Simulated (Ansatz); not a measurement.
**Mo (Mo (110), 5 layers): how the settings move a single-point run**

How sensitive is a single-point run of Mo (Mo (110), 5 layers) to its settings? A reference run comes first, then one run with altered input.

Computed with Ansatz 0.2.0 (reference: DFT, r2SCAN, PAW with Ansatz's default frozen-core files, scalar-relativistic, unless a step's input says otherwise).

### 1 The system as given

It takes space group Cmmm (No. 65, orthorhombic). The conventional cell has a = 3.151 Å, b = 4.456 Å, c = 24.912 Å, α = 90.00°, β = 90.00°, γ = 90.00°. Mo (site symmetry mm2) has 6 Mo at 2.73 Å as nearest neighbours. Mo (site symmetry mm2) has 8 Mo at 2.73 Å as nearest neighbours. Mo (site symmetry mmm) is surrounded by 8 Mo at 2.73 Å.

Structure file:

```cif
data_structure
_symmetry_space_group_name_H-M 'P 1'
_symmetry_Int_Tables_number 1
_cell_length_a 2.7286
_cell_length_b 2.7286
_cell_length_c 24.9115
_cell_angle_alpha 90.000
_cell_angle_beta 90.000
_cell_angle_gamma 109.471
_cell_volume 174.86
loop_
_atom_site_label
_atom_site_type_symbol
_atom_site_fract_x
_atom_site_fract_y
_atom_site_fract_z
_atom_site_occupancy
Mo1 Mo 0.00000 0.00000 0.32114 1
Mo2 Mo 0.50000 0.50000 0.41057 1
Mo3 Mo 0.00000 0.00000 0.50000 1
Mo4 Mo 0.50000 0.50000 0.58943 1
Mo5 Mo 0.00000 0.00000 0.67886 1
```

### 2 The reference run

input.yaml

```yaml
crystal:
  lattice:
    - [2.7285805364, 0.0, 0.0]
    - [-0.9095268455, 2.5725304004, 0.0]
    - [0.0, 0.0, 24.9115]
  atoms:
    - { symbol: Mo, position: [0.0, 0.0, 0.3211366898] }
    - { symbol: Mo, position: [0.5, 0.5, 0.4105683446] }
    - { symbol: Mo, position: [0.0, 0.0, 0.5] }
    - { symbol: Mo, position: [0.5, 0.5, 0.5894316554] }
    - { symbol: Mo, position: [0.0, 0.0, 0.6788633102] }
kpoints:
  mp_grid: { grid: [13, 13, 1] }
scf:
  occupations: { method: fermi_dirac, width: 0.08 }
hamiltonian:
  xc: r2scan
  pseudopotentials: { kind: paw }
output:
  forces: true
  stress: true
  eigenvalues: true
  populations: true
efield:
  axis: 3
  amplitude: 0
  dipole_correction: true
```

Started as:

```
ansatz run input.yaml --threads 2 --pin off --max-ram 4096MiB --backend cpu --events-out ev --progress --plain --runs-dir out
```

### 3 Variant: accuracy low

Edit input.yaml of step 2 so:

```diff
@@ -23,2 +23,6 @@
   populations: true
+  write_density: true
+  write_potential: true
+  elf: true
+  volumetric_format: npy
 efield:
@@ -27 +31,2 @@
   dipole_correction: true
+accuracy: low
```

What does the calculation give? Wanted: for each run, ending; energy change; gap; force.

**Answer**, as computed:

```
            run     ending  energy change  gap (eV)  force (eV/Å)  cycles  time
      reference  converged              0      0.00          0.70       8  40 s
1: accuracy low  converged   0.0 meV/atom      0.00          0.70       8  44 s
```

Times don't compare one to one where runs were asked for different outputs or read a saved state (see the inputs); cycles may leave out searches for a lower state.

Residual by cycle in the longest SCF loop of each run; runs are numbered as in the table. The quantity is the density residual dr2, in eV.

```
cycle  reference    run 1
    1      0.243    0.243
    2     0.0521   0.0521
    3    0.00204  0.00204
    4     1.7e-4   1.7e-4
    5     2.2e-5   2.2e-5
    6     3.4e-6   3.4e-6
    7     4.4e-7   4.4e-7
    8     5.4e-8   5.4e-8
```

**Reading.** Changing the accuracy level hardly moves the energy: 0.0 meV/atom.
